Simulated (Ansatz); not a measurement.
# CHB2F: the cost of one run

Method: PBE-D4/6-31G; program: Ansatz 0.2.0, Gaussian basis.

1 further run of the same task is left out (it didn't finish).

## (1) Where the work starts

SMILES `B=C=BF`, 5 atoms, charge 0, spin multiplicity 1.

Atoms are counted from 1 here; the program's logs count them from 0.

Bond lengths: B1–C2 1.361 Å, B1–H5 1.145 Å, C2–B3 1.370 Å, B3–F4 1.288 Å. Angles: C2–B1–H5 177.5°, B1–C2–B3 176.7°, C2–B3–F4 177.4°.

Geometry (Å):

```xyz
5
CHB2F
B    -0.2979    1.2977   -0.4089
C    -0.0092    0.0110   -0.0721
B     0.2873   -1.2612    0.3413
F     0.5596   -2.4392    0.7842
H    -0.5399    2.3918   -0.6444
```

## (2) The run

md/in.yaml

```yaml
crystal:
  periodic: [false, false, false]
  atoms:
    - {symbol: B, position_ang: [-0.297900, 1.297720, -0.408950]}
    - {symbol: C, position_ang: [-0.009220, 0.011010, -0.072130]}
    - {symbol: B, position_ang: [0.287330, -1.261250, 0.341290]}
    - {symbol: F, position_ang: [0.559640, -2.439240, 0.784210]}
    - {symbol: H, position_ang: [-0.539850, 2.391750, -0.644430]}
basis:
  gaussian: {orbitals: 6-31G}
hamiltonian: {xc: pbe, dispersion: d4}
md: {n_steps: 60, timestep: 0.75, temperature: 1500, ensemble: nve, seed: 913, initial_velocities: maxwell_boltzmann}
```

Started as:

```
$ ansatz run in.yaml --threads 2 --pin off --events-out ev --progress --plain --max-ram 3481MiB
```

Q: Estimate wall time and peak memory on 2 threads of AMD EPYC, shared host.

About 2.2 min, with a peak of 0.09 GiB.
